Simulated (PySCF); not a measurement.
**C₃H₇BClP: electronic excitations at several levels of theory**

How much do the electronic excitations of C₃H₇BClP (`C=C(Cl)CBP`) depend on the level of theory, and what does each level cost?

Computed with PySCF 2.14.0, with density-fitted response routines of our own, on a single molecule in the gas phase. Atoms count from 0, in the outputs and in this text.

### Step 1. Starting geometry

13 atoms, charge 0, multiplicity 1; geometry from: GFN2-xTB. The atoms were then displaced at random by about 0.01 Å, so the start is not that level's minimum.

Bonds of the start (Å): C0–C1 1.31, C1–Cl2 1.73, C1–C3 1.51, C3–B4 1.56, B4–P5 1.85, C0–H6 1.09, C0–H7 1.05, C3–H8 1.10, C3–H9 1.10, B4–H10 1.16, P5–H11 1.38, P5–H12 1.37.

### Step 2. Geometry optimisation at PBE0-D3(BJ)/def2-SVP

What the job is given:

```
{"job": {"xc": "PBE0", "basis": "def2-SVP", "d3": "d3bj", "grid": 1, "shake": 0.01, "kind": "geom"}, "charge": 0, "multiplicity": 1}
C     -1.865600    -0.918390     0.668500
C     -0.890960    -0.073340     0.916550
Cl     0.014540    -0.237810     2.375990
C     -0.344650     1.020100     0.027810
B      1.111230     0.826430    -0.487230
P      2.214020    -0.506450     0.175470
H     -2.443420    -0.801820    -0.245280
H     -2.162070    -1.665990     1.340580
H     -1.058740     1.136770    -0.797750
H     -0.423480     1.963330     0.589440
H      1.562790     1.660080    -1.158020
H      1.391350    -1.609800     0.137590
H      2.900800    -0.809990    -0.975670
```

Launch:

```bash
$ OMP_NUM_THREADS=1 python probes_run.py task.json out
```

One launch serves the whole session: the jobs run in the order shown.

Output:

```text
step   0  E = -944.08806459  max force = 0.026119
step   1  E = -944.09691765  max force = 0.005145
step   2  E = -944.09715850  max force = 0.002766
step   3  E = -944.09728566  max force = 0.003260
step   4  E = -944.09736378  max force = 0.000500
step   5  E = -944.09736549  max force = 0.000887
step   6  E = -944.09737478  max force = 0.000159
optimisation converged
```

Wall time 68 s (1 thread of Arm Neoverse N1, shared host); peak memory 0.5 GiB.

Relaxation path:

```
step  energy from step 0 (eV)  largest force component (eV/Å)
   0                   0.0000                          1.3431
   1                  -0.2409                          0.2646
   2                  -0.2475                          0.1422
   3                  -0.2509                          0.1676
   4                  -0.2530                          0.0257
   5                  -0.2531                          0.0456
   6                  -0.2533                          0.0082
```

Distances of close pairs at the start and the end, largest changes first:

```
  bond  before (Å)  after (Å)  change (Å)
B4–H10       1.161      1.211      +0.049
P5–H12       1.374      1.421      +0.047
P5–H11       1.377      1.421      +0.044
 C0–H7       1.048      1.091      +0.043
 B4–P5       1.853      1.878      +0.026
C1–Cl2       1.725      1.748      +0.022
 C1–C3       1.511      1.491      -0.020
 C0–C1       1.314      1.333      +0.020
```

The end geometry stands in the next job.

```
                         at the end point                value
  point group (found at 0.08 Å tolerance)                   C1
rotational constants (GHz, main isotopes)  3.149, 1.494, 1.239
                        dipole moment (D)                 1.98
```

### Step 3. Excited states and response: PBE0/def2-SVP

What the job is given:

```
{"job": {"kind": "uv", "xc": "PBE0", "basis": "def2-SVP"}, "charge": 0, "multiplicity": 1}
C     -1.922632    -0.903169     0.659558
C     -0.926282    -0.068900     0.957065
Cl    -0.121802    -0.202436     2.503027
C     -0.362096     0.999365     0.082710
B      1.107064     0.820011    -0.455586
P      2.320534    -0.504735     0.091823
H     -2.426723    -0.816680    -0.305714
H     -2.253622    -1.675037     1.355646
H     -1.011281     1.141744    -0.800250
H     -0.385303     1.973734     0.609467
H      1.538735     1.677651    -1.193132
H      1.500498    -1.657779     0.219503
H      2.952292    -0.799944    -1.146663
```

Method: TDDFT PBE0/def2-SVP, vertical, gas phase, core orbitals frozen in the response.

Output:

```text
coarse grid: 11936 points
cycle   1  E = -943.9484375011  dE =  4.326e-01  |g| = 3.367e-01  |ddm| = 3.652e+00
cycle   2  E = -943.9403695739  dE =  8.068e-03  |g| = 4.019e-01  |ddm| = 7.668e-01
cycle   3  E = -943.9787150788  dE = -3.835e-02  |g| = 8.829e-02  |ddm| = 4.039e-01
cycle   4  E = -943.9807122755  dE = -1.997e-03  |g| = 2.572e-02  |ddm| = 1.222e-01
cycle   5  E = -943.9808763869  dE = -1.641e-04  |g| = 8.124e-03  |ddm| = 3.647e-02
cycle   6  E = -943.9808958242  dE = -1.944e-05  |g| = 1.336e-03  |ddm| = 1.263e-02
cycle   7  E = -943.9808963885  dE = -5.643e-07  |g| = 4.290e-04  |ddm| = 2.482e-03
final grid: 106112 points
cycle   8  E = -944.0853408222  dE = -2.186e-05  |g| = 5.810e-03  |ddm| = 2.498e-02
cycle   9  E = -944.0853358333  dE =  4.989e-06  |g| = 7.138e-03  |ddm| = 1.502e-02
cycle  10  E = -944.0853504049  dE = -1.457e-05  |g| = 1.195e-03  |ddm| = 9.273e-03
cycle  11  E = -944.0853507649  dE = -3.600e-07  |g| = 2.542e-04  |ddm| = 1.432e-03
cycle  12  E = -944.0853507818  dE = -1.692e-08  |g| = 6.745e-05  |ddm| = 3.732e-04
cycle  13  E = -944.0853507831  dE = -1.290e-09  |g| = 1.463e-05  |ddm| = 1.051e-04
cycle  14  E = -944.0853507831  dE = -5.639e-11  |g| = 4.301e-06  |ddm| = 2.067e-05
converged SCF energy = -944.0853507831

Static polarisability (au): isotropic 77.099, principal 63.752 77.878 89.666

Singlet excitations
state   eV       nm        f      main configurations
  1   4.7197    262.7   0.00087   H->L 0.73, H-1->L 0.26
  2   4.9623    249.9   0.09054   H-1->L 0.68, H->L 0.25
  3   6.1881    200.4   0.02733   H-3->L 0.58, H-2->L 0.32
  4   6.3169    196.3   0.00450   H-2->L 0.64, H-3->L 0.31
  5   6.4188    193.2   0.01067   H-1->L+1 0.65, H->L+1 0.31
  6   6.6387    186.8   0.03253   H-4->L 0.84
  7   6.9566    178.2   0.04646   H->L+3 0.67, H-1->L+3 0.14, H->L+1 0.09
  8   6.9987    177.2   0.24945   H->L+1 0.54, H-1->L+1 0.25, H->L+3 0.11
  9   7.0849    175.0   0.01256   H-1->L+2 0.67, H->L+2 0.28
 10   7.3285    169.2   0.00231   H-2->L+1 0.98

Triplet excitations (Tamm-Dancoff, eV): 3.6299 4.1080 4.6099 5.5021
```

Wall time 22 s (1 thread of Arm Neoverse N1, shared host); peak memory 0.66 GiB.

Frontier orbitals and where they lie:

```
orbital     eV                        atoms
 HOMO−3  -9.27   B4 30 %, P5 26 %, H10 20 %
 HOMO−2  -8.76             Cl2 84 %, C3 4 %
 HOMO−1  -7.32    P5 58 %, B4 14 %, C0 10 %
   HOMO  -7.17   C0 33 %, Cl2 23 %, P5 18 %
   LUMO  -1.39             B4 71 %, P5 13 %
 LUMO+1   0.13    C0 41 %, C1 41 %, Cl2 5 %
 LUMO+2   1.28  P5 43 %, H12 21 %, H11 12 %
```

With each of the 10 states as a Gaussian band of 0.4 eV half-width at 1/e, the curve within the window shown has maxima at 250 nm (ε 3,700), 178 nm (ε 13,000) L/(mol cm). Beyond the last state computed it falls off for lack of states. The curve at chosen wavelengths:

nm, ε (L/mol/cm) and a bar:
```
      163       1095 ##
      169       5688 #############
      174      11205 ##########################
      180      12877 ##############################
      185       9513 ######################
      191       5157 ############
      196       3179 #######
      202       1979 #####
      207       1276 ###
      213        656 #
      218        411 #
      224        528 #
      229        993 ##
      235       1912 ####
      240       2766 ######
      246       3513 ########
      251       3687 #########
      257       3336 ########
      262       2733 ######
      268       1906 ####
      273       1293 ###
      279        740 ##
      284        435 #
      290        214 
      295        113 
      301         50
```

Ground-state properties from the same run:

```
           property  computed
  dipole moment (D)      1.98
polarisability (Å³)     11.42
 HOMO–LUMO gap (eV)      5.78
      −ε(HOMO) (eV)      7.17
```

### Step 4. TDDFT and polarisability: PBE0/def2-TZVP

The job, as its differences from that of step 3:

```diff
@@ -1,2 +1,2 @@
-{"job": {"kind": "uv", "xc": "PBE0", "basis": "def2-SVP"}, "charge": 0, "multiplicity": 1}
+{"job": {"kind": "uv", "xc": "PBE0", "basis": "def2-TZVP"}, "charge": 0, "multiplicity": 1}
 C     -1.922632    -0.903169     0.659558
```

With the program's defaults for keys left out, this is: TDDFT PBE0/def2-TZVP, vertical, gas phase, core orbitals frozen in the response.

Output:

```text
coarse grid: 11936 points
cycle   1  E = -944.4845967503  dE =  4.704e-01  |g| = 3.694e-01  |ddm| = 2.695e+00
cycle   2  E = -944.4795716182  dE =  5.025e-03  |g| = 4.085e-01  |ddm| = 6.474e-01
cycle   3  E = -944.5179889647  dE = -3.842e-02  |g| = 9.107e-02  |ddm| = 3.191e-01
cycle   4  E = -944.5197781095  dE = -1.789e-03  |g| = 4.089e-02  |ddm| = 1.042e-01
cycle   5  E = -944.5201881682  dE = -4.101e-04  |g| = 8.997e-03  |ddm| = 3.795e-02
cycle   6  E = -944.5202106519  dE = -2.248e-05  |g| = 2.696e-03  |ddm| = 1.173e-02
cycle   7  E = -944.5202123736  dE = -1.722e-06  |g| = 6.126e-04  |ddm| = 3.018e-03
final grid: 106112 points
cycle   8  E = -944.5123443741  dE = -4.762e-05  |g| = 7.003e-03  |ddm| = 5.570e-02
cycle   9  E = -944.5123386422  dE =  5.732e-06  |g| = 7.919e-03  |ddm| = 1.269e-02
cycle  10  E = -944.5123547155  dE = -1.607e-05  |g| = 1.751e-03  |ddm| = 7.803e-03
cycle  11  E = -944.5123554464  dE = -7.308e-07  |g| = 3.972e-04  |ddm| = 1.538e-03
cycle  12  E = -944.5123554817  dE = -3.531e-08  |g| = 1.255e-04  |ddm| = 3.714e-04
cycle  13  E = -944.5123554858  dE = -4.113e-09  |g| = 2.524e-05  |ddm| = 1.463e-04
cycle  14  E = -944.5123554859  dE = -1.610e-10  |g| = 6.183e-06  |ddm| = 2.697e-05
converged SCF energy = -944.5123554859

Static polarisability (au): isotropic 88.834, principal 75.934 88.093 102.475

Singlet excitations
state   eV       nm        f      main configurations
  1   4.6926    264.2   0.00207   H->L 0.69, H-1->L 0.30
  2   4.8837    253.9   0.07991   H-1->L 0.64, H->L 0.28
  3   6.1432    201.8   0.02193   H-3->L 0.65, H-2->L 0.20
  4   6.2186    199.4   0.01035   H-1->L+1 0.59, H->L+1 0.33
  5   6.3361    195.7   0.00786   H-2->L 0.69, H-3->L 0.25
  6   6.5416    189.5   0.01140   H->L+3 0.63, H-1->L+3 0.13
  7   6.6044    187.7   0.04290   H-4->L 0.74
  8   6.6551    186.3   0.23017   H->L+1 0.52, H-1->L+1 0.28
  9   6.7552    183.5   0.02193   H-1->L+2 0.47, H->L+2 0.28
 10   7.0082    176.9   0.01025   H->L+2 0.56, H->L+4 0.20, H-1->L+2 0.10

Triplet excitations (Tamm-Dancoff, eV): 3.5768 4.0523 4.5838 5.4498
```

It took 61 s on 1 thread of Arm Neoverse N1, shared host; peak memory 0.96 GiB.

Key values: HOMO -7.26 eV, LUMO -1.50 eV; lowest singlet 4.69 eV.

### Step 5. Ultraviolet spectrum: PBE0/aug-cc-pVDZ

The job, as its differences from that of step 4:

```diff
@@ -1,2 +1,2 @@
-{"job": {"kind": "uv", "xc": "PBE0", "basis": "def2-TZVP"}, "charge": 0, "multiplicity": 1}
+{"job": {"kind": "uv", "xc": "PBE0", "basis": "aug-cc-pVDZ"}, "charge": 0, "multiplicity": 1}
 C     -1.922632    -0.903169     0.659558
```

With the program's defaults for keys left out, this is: TDDFT PBE0/aug-cc-pVDZ, vertical, gas phase, core orbitals frozen in the response.

Output:

```text
coarse grid: 11936 points
cycle   1  E = -944.4089726050  dE =  5.164e-01  |g| = 3.413e-01  |ddm| = 9.857e+00
cycle   2  E = -944.4029132969  dE =  6.059e-03  |g| = 3.941e-01  |ddm| = 1.990e+00
cycle   3  E = -944.4403558967  dE = -3.744e-02  |g| = 8.458e-02  |ddm| = 9.099e-01
cycle   4  E = -944.4421544142  dE = -1.799e-03  |g| = 2.745e-02  |ddm| = 2.146e-01
cycle   5  E = -944.4423445037  dE = -1.901e-04  |g| = 8.355e-03  |ddm| = 7.116e-02
cycle   6  E = -944.4423660314  dE = -2.153e-05  |g| = 1.526e-03  |ddm| = 2.156e-02
cycle   7  E = -944.4423667604  dE = -7.290e-07  |g| = 4.700e-04  |ddm| = 4.971e-03
final grid: 106112 points
cycle   8  E = -944.4632421162  dE = -2.401e-05  |g| = 6.399e-03  |ddm| = 2.037e-01
cycle   9  E = -944.4632342006  dE =  7.916e-06  |g| = 8.253e-03  |ddm| = 4.225e-02
cycle  10  E = -944.4632537009  dE = -1.950e-05  |g| = 1.447e-03  |ddm| = 1.969e-02
cycle  11  E = -944.4632542336  dE = -5.327e-07  |g| = 2.786e-04  |ddm| = 3.223e-03
cycle  12  E = -944.4632542536  dE = -1.995e-08  |g| = 8.825e-05  |ddm| = 8.075e-04
cycle  13  E = -944.4632542559  dE = -2.337e-09  |g| = 1.972e-05  |ddm| = 2.590e-04
cycle  14  E = -944.4632542560  dE = -1.055e-10  |g| = 4.794e-06  |ddm| = 6.460e-05
converged SCF energy = -944.4632542560

Static polarisability (au): isotropic 94.580, principal 82.852 93.177 107.710

Singlet excitations
state   eV       nm        f      main configurations
  1   4.7110    263.2   0.00239   H->L 0.67, H-1->L 0.32
  2   4.8863    253.7   0.07965   H-1->L 0.62, H->L 0.30
  3   6.0697    204.3   0.01125   H->L+1 0.51, H-1->L+1 0.41
  4   6.1250    202.4   0.01497   H->L+2 0.70, H-1->L+1 0.15
  5   6.1512    201.6   0.03204   H-3->L 0.63, H-2->L 0.19
  6   6.2537    198.3   0.02101   H-1->L+2 0.47, H-1->L+1 0.20, H->L+2 0.12
  7   6.3454    195.4   0.15334   H-1->L+2 0.28, H-2->L 0.23, H->L+1 0.22
  8   6.3778    194.4   0.05117   H-2->L 0.47, H-3->L 0.21
  9   6.4575    192.0   0.00168   H->L+6 0.39, H->L+5 0.17, H-1->L+6 0.08
 10   6.6252    187.1   0.01710   H-4->L 0.81

Triplet excitations (Tamm-Dancoff, eV): 3.6250 4.0582 4.6014 5.4704
```

Wall time 52 s (1 thread of Arm Neoverse N1, shared host); peak memory 0.87 GiB.

This run: HOMO -7.28 eV, LUMO -1.50 eV; lowest singlet 4.71 eV.

### Step 6. TDDFT and polarisability: PBE0/def2-TZVPD

The job, as its differences from that of step 5:

```diff
@@ -1,2 +1,2 @@
-{"job": {"kind": "uv", "xc": "PBE0", "basis": "aug-cc-pVDZ"}, "charge": 0, "multiplicity": 1}
+{"job": {"kind": "uv", "xc": "PBE0", "basis": "def2-TZVPD"}, "charge": 0, "multiplicity": 1}
 C     -1.922632    -0.903169     0.659558
```

Level: TDDFT PBE0/def2-TZVPD, vertical, gas phase, core orbitals frozen in the response.

Output:

```text
coarse grid: 11936 points
cycle   1  E = -944.4859078932  dE =  4.704e-01  |g| = 3.695e-01  |ddm| = 3.311e+00
cycle   2  E = -944.4807535426  dE =  5.154e-03  |g| = 4.086e-01  |ddm| = 9.527e-01
cycle   3  E = -944.5192740473  dE = -3.852e-02  |g| = 9.052e-02  |ddm| = 4.391e-01
cycle   4  E = -944.5210228416  dE = -1.749e-03  |g| = 4.158e-02  |ddm| = 1.312e-01
cycle   5  E = -944.5214495271  dE = -4.267e-04  |g| = 8.870e-03  |ddm| = 5.825e-02
cycle   6  E = -944.5214713258  dE = -2.180e-05  |g| = 2.784e-03  |ddm| = 1.728e-02
cycle   7  E = -944.5214731817  dE = -1.856e-06  |g| = 6.177e-04  |ddm| = 3.933e-03
final grid: 106112 points
cycle   8  E = -944.5136089838  dE = -5.174e-05  |g| = 7.017e-03  |ddm| = 2.259e-01
cycle   9  E = -944.5136033169  dE =  5.667e-06  |g| = 7.914e-03  |ddm| = 2.153e-02
cycle  10  E = -944.5136193428  dE = -1.603e-05  |g| = 1.768e-03  |ddm| = 1.109e-02
cycle  11  E = -944.5136200920  dE = -7.492e-07  |g| = 4.001e-04  |ddm| = 2.145e-03
cycle  12  E = -944.5136201274  dE = -3.547e-08  |g| = 1.308e-04  |ddm| = 4.836e-04
cycle  13  E = -944.5136201319  dE = -4.483e-09  |g| = 2.701e-05  |ddm| = 2.306e-04
cycle  14  E = -944.5136201321  dE = -1.817e-10  |g| = 6.339e-06  |ddm| = 4.296e-05
converged SCF energy = -944.5136201321

Static polarisability (au): isotropic 94.744, principal 82.959 93.497 107.777

Singlet excitations
state   eV       nm        f      main configurations
  1   4.6846    264.7   0.00233   H->L 0.66, H-1->L 0.32
  2   4.8572    255.3   0.07810   H-1->L 0.62, H->L 0.31
  3   6.0921    203.5   0.00355   H-1->L+1 0.51, H->L+1 0.36, H-3->L 0.09
  4   6.1324    202.2   0.03345   H-3->L 0.59, H-2->L 0.20
  5   6.2411    198.7   0.02826   H->L+2 0.54, H->L+3 0.16, H-1->L+1 0.10
  6   6.3241    196.1   0.01364   H-2->L 0.68, H-3->L 0.22
  7   6.3662    194.8   0.01789   H-1->L+2 0.43, H->L+2 0.26, H-1->L+1 0.10
  8   6.4036    193.6   0.06617   H->L+3 0.41, H->L+1 0.16, H-1->L+1 0.12
  9   6.5020    190.7   0.14080   H-1->L+2 0.46, H->L+1 0.15, H->L+2 0.12
 10   6.5899    188.1   0.02046   H-4->L 0.81

Triplet excitations (Tamm-Dancoff, eV): 3.5669 4.0342 4.5748 5.4341
```

Wall time 91 s (1 thread of Arm Neoverse N1, shared host); peak memory 1.2 GiB.

Key values: HOMO -7.28 eV, LUMO -1.53 eV; lowest singlet 4.68 eV.

### Step 7. Excited states and response: PBE0/6-31+G*

The job, as its differences from that of step 6:

```diff
@@ -1,2 +1,2 @@
-{"job": {"kind": "uv", "xc": "PBE0", "basis": "def2-TZVPD"}, "charge": 0, "multiplicity": 1}
+{"job": {"kind": "uv", "xc": "PBE0", "basis": "6-31+G*"}, "charge": 0, "multiplicity": 1}
 C     -1.922632    -0.903169     0.659558
```

Level: TDDFT PBE0/6-31+G*, vertical, gas phase, core orbitals frozen in the response.

Output:

```text
coarse grid: 11936 points
cycle   1  E = -944.4234548925  dE =  5.041e-01  |g| = 3.475e-01  |ddm| = 4.241e+00
cycle   2  E = -944.4190405138  dE =  4.414e-03  |g| = 3.927e-01  |ddm| = 1.908e+00
cycle   3  E = -944.4565588486  dE = -3.752e-02  |g| = 8.536e-02  |ddm| = 8.807e-01
cycle   4  E = -944.4584321395  dE = -1.873e-03  |g| = 2.595e-02  |ddm| = 3.008e-01
cycle   5  E = -944.4586017162  dE = -1.696e-04  |g| = 7.738e-03  |ddm| = 1.270e-01
cycle   6  E = -944.4586198514  dE = -1.814e-05  |g| = 1.495e-03  |ddm| = 4.459e-02
cycle   7  E = -944.4586205719  dE = -7.205e-07  |g| = 3.647e-04  |ddm| = 8.963e-03
final grid: 106112 points
cycle   8  E = -944.3992027126  dE = -1.974e-05  |g| = 6.444e-03  |ddm| = 1.045e-01
cycle   9  E = -944.3991956488  dE =  7.064e-06  |g| = 8.121e-03  |ddm| = 3.516e-02
cycle  10  E = -944.3992150069  dE = -1.936e-05  |g| = 1.283e-03  |ddm| = 2.995e-02
cycle  11  E = -944.3992154234  dE = -4.165e-07  |g| = 2.657e-04  |ddm| = 4.441e-03
cycle  12  E = -944.3992154419  dE = -1.849e-08  |g| = 7.608e-05  |ddm| = 1.218e-03
cycle  13  E = -944.3992154436  dE = -1.736e-09  |g| = 1.487e-05  |ddm| = 3.279e-04
cycle  14  E = -944.3992154437  dE = -5.775e-11  |g| = 4.141e-06  |ddm| = 6.897e-05
converged SCF energy = -944.3992154437

Static polarisability (au): isotropic 86.674, principal 73.928 85.780 100.315

Singlet excitations
state   eV       nm        f      main configurations
  1   4.7523    260.9   0.00233   H->L 0.62, H-1->L 0.36
  2   4.9510    250.4   0.09183   H-1->L 0.58, H->L 0.35
  3   6.1282    202.3   0.00957   H->L+1 0.49, H-1->L+1 0.47
  4   6.2232    199.2   0.03261   H->L+2 0.62, H-1->L+1 0.14, H->L+1 0.09
  5   6.2389    198.7   0.02253   H-3->L 0.62, H-2->L 0.21
  6   6.3422    195.5   0.02504   H-1->L+2 0.48, H->L+2 0.18, H-1->L+1 0.13
  7   6.4331    192.7   0.04407   H-2->L 0.59, H-3->L 0.21
  8   6.4708    191.6   0.17832   H->L+1 0.25, H-1->L+1 0.20, H-1->L+2 0.18
  9   6.5131    190.4   0.00957   H->L+5 0.23, H->L+4 0.23, H-1->L+2 0.14
 10   6.6890    185.4   0.01834   H-4->L 0.81

Triplet excitations (Tamm-Dancoff, eV): 3.6746 4.0657 4.6370 5.5883
```

Run time: 29 s. Hardware: 1 thread of Arm Neoverse N1, shared host; peak memory 0.71 GiB.

In short: HOMO -7.27 eV, LUMO -1.45 eV; lowest singlet 4.75 eV.

### Step 8. Run by run: electronic excitations

Excitations and ground-state properties, with basis size and wall time:

```
             run  lowest singlet (eV)  brightest (eV)      f  gap (eV)  α (Å³)  μ (D)  functions  time
   PBE0/def2-SVP                 4.72            7.00  0.249      5.78   11.42   1.98        127  22 s
  PBE0/def2-TZVP                 4.69            6.66  0.230      5.76   13.16   1.94        240  61 s
PBE0/aug-cc-pVDZ                 4.71            6.35  0.153      5.78   14.02   2.01        209  52 s
 PBE0/def2-TZVPD                 4.68            6.50  0.141      5.75   14.04   1.95        300  91 s
    PBE0/6-31+G*                 4.75            6.47  0.178      5.81   12.84   2.21        130  29 s
```

### Step 9. Summary of results

| quantity | value |
| --- | --- |
| point group | C1 |
| rotational constants (main isotopes) | 3.15, 1.49, 1.24 GHz |
| lowest singlet (PBE0/def2-SVP) | 4.72 eV (263 nm), f = 0.001 |
| brightest single state of those computed | state 8, 7.00 eV, f = 0.249 |
| lowest triplet | 3.63 eV |
| range of the lowest singlet | 4.68 to 4.75 eV |

What this shows: Single values in the summary come from the first sound run of each kind (PBE0/def2-SVP), which need not be the best level. The start of the PBE0/def2-SVP relaxation was shaken at random by about 0.01 Å, so part of the energy gained, and of the first lengths quoted, undoes that. Relaxing lowered the energy by 0.253 eV in 6 steps; the close pair that moved most is B4–H10, from 1.161 to 1.211 Å. The lowest singlet, at 4.72 eV, is HOMO→LUMO 0.73, HOMO−1→LUMO 0.26 and is dark; of the 10 states computed, the strongest absorption comes from state 8 at 7.00 eV. The lowest triplet lies 1.09 eV below the lowest singlet (triplets in Tamm-Dancoff, singlets in full TDDFT). The basis of PBE0/def2-SVP has no diffuse functions, so Rydberg states are missing and the high states are unreliable. The lowest singlet runs from 4.68 eV (PBE0/def2-TZVPD) to 4.75 eV (PBE0/6-31+G*), while the orbital gap spans 5.75 to 5.81 eV. The lowest state need not be the same one in every run.
